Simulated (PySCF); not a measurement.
**AsBr⁻ with other numerical set-ups**

Which parts of the numerical set-up matter for AsBr⁻? Each run edits the base script.

Computed with PySCF 2.14.0. Level: method and basis as typed in the scripts.

2 further runs of the same task are left out: 2 that didn't finish.

## Step 1: The system as given

AsBr⁻: 2 atoms, charge -1, spin multiplicity 2.

Bond lengths: As1–Br2 2.510 Å.

## Step 2: The run that the others are compared with

The input, input.py:

```python
from pyscf import gto, scf, mp

mol = gto.M(
    atom='As 0 0 0; Br 0 0 2.51',
    basis='cc-pvdz-dk',
    charge=-1,
    spin=1,
    verbose=4,
)
mf = scf.UHF(mol)
mf = mf.sfx2c1e()
mf.kernel()
mp.MP2(mf, frozen=18).kernel()
mf.dip_moment()
print('orbital energies (hartree):', [e[max(0, n-3):n+3].round(4) for e, n in zip(mf.mo_energy, mol.nelec)])
```

Run with:

```
$ OMP_NUM_THREADS=1 python input.py
```

The log of this run is left out.

Base result: E(SCF) = -4863.294447 Eh, 12 cycles, E(MP2) − E(SCF) = -0.22490 Eh, ⟨S²⟩ = 0.759.

The bond length is a typed value, not an optimised one. The dipole of an ion depends on the origin.

## Step 3: Spin-free X2C off

Variant 1 changes spin-free X2C: on → off.

The input, input.py:

```python
from pyscf import gto, scf, mp

mol = gto.M(
    atom='As 0 0 0; Br 0 0 2.51',
    basis='cc-pvdz-dk',
    charge=-1,
    spin=1,
    verbose=4,
)
mf = scf.UHF(mol)
mf.kernel()
mp.MP2(mf, frozen=18).kernel()
mf.dip_moment()
print('orbital energies (hartree):', [e[max(0, n-3):n+3].round(4) for e, n in zip(mf.mo_energy, mol.nelec)])
```

Run with:

```
$ OMP_NUM_THREADS=1 python input.py
```

## Step 4: Density fitting def2-universal-jkfit

Variant 2 changes density fitting: none → def2-universal-jkfit.

Edit input.py of step 2 so:

```diff
@@ -11,2 +11,3 @@
 mf = mf.sfx2c1e()
+mf = mf.density_fit(auxbasis='def2-universal-jkfit')
 mf.kernel()
```

## Step 5: Ano-rcc-vdzp

Variant 3 changes basis set: cc-pvdz-dk → ano-rcc-vdzp.

Edit input.py of step 2 so:

```diff
@@ -4,3 +4,3 @@
     atom='As 0 0 0; Br 0 0 2.51',
-    basis='cc-pvdz-dk',
+    basis='ano-rcc-vdzp',
     charge=-1,
```

## Step 6: Cartesian functions on

Variant 4 changes Cartesian functions: off → on.

Edit input.py of step 2 so:

```diff
@@ -7,2 +7,3 @@
     spin=1,
+    cart=True,
     verbose=4,
```

**Question.** What will these runs give? Wanted: for each run, E(SCF); from base; gap, α spin; after the SCF.

**Answer**, as computed:

| run | E(SCF) (hartree) | from base (eV) | cycles | gap, α spin (eV) | functions | after the SCF |
| --- | --- | --- | --- | --- | --- | --- |
| base | -4863.294447 | 0 | 12 | 9.02 | 54 | MP2 correlation -6.120 eV, core frozen |
| spin-free X2C off (poor choice) | -4772.661305 | not comparable | 12 | 9.12 | 54 | MP2 correlation -6.122 eV, core frozen |
| density fitting def2-universal-jkfit | -4863.295175 | -0.0198 | 12 | 9.02 | 54 | MP2 correlation -6.120 eV, core frozen |
| ano-rcc-vdzp | -4863.529295 | -6.3905 | 12 | 8.13 | 54 | MP2 correlation -6.359 eV, core frozen |
| Cartesian functions on | -4863.295826 | -0.0375 | 12 | 9.01 | 58 | MP2 correlation -6.279 eV, core frozen |

What this shows: Of the runs whose energies can be compared, “ano-rcc-vdzp” moves the SCF energy most (-6.391 eV). ano-rcc-vdzp (54 functions) gives an energy 6.39 eV lower than cc-pvdz-dk (54). The dearest run is “ano-rcc-vdzp”, at 6.2 s against 1.7 s. Rows marked «poor choice» come from settings spoiled on purpose.
